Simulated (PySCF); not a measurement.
# Cl4Sn: the cost of one run

Programs: PySCF 2.14.0, with routines of our own; each step states its level. All values are computed. Atoms count from 0.

## 1. The system as given

5 atoms, charge 0, multiplicity 1; geometry from: GFN2-xTB.

## 2. Geometry optimisation at PBE0-D3(BJ)/def2-SVP

What the job is given:

```
{"job": {"xc": "PBE0", "basis": "def2-SVP", "d3": "d3bj", "grid": 1, "maxiter": 30, "shake": 0.01, "kind": "geom"}, "charge": 0, "multiplicity": 1}
Cl     0.384070    -1.771420    -1.483680
Sn    -0.004480    -0.006150    -0.008450
Cl    -0.715640     1.877290    -1.173550
Cl     2.001250     0.481570     1.114360
Cl    -1.631630    -0.615270     1.513440
```

On the command line:

```console
$ OMP_NUM_THREADS=1 python heavy_run.py task.json out
```

The driver reads the jobs from task.json and runs them one after another.

Q: Estimate the wall time and peak memory of this first job on 1 thread of Arm Neoverse N1, shared host.

About 49 s, with a peak of 0.43 GiB.
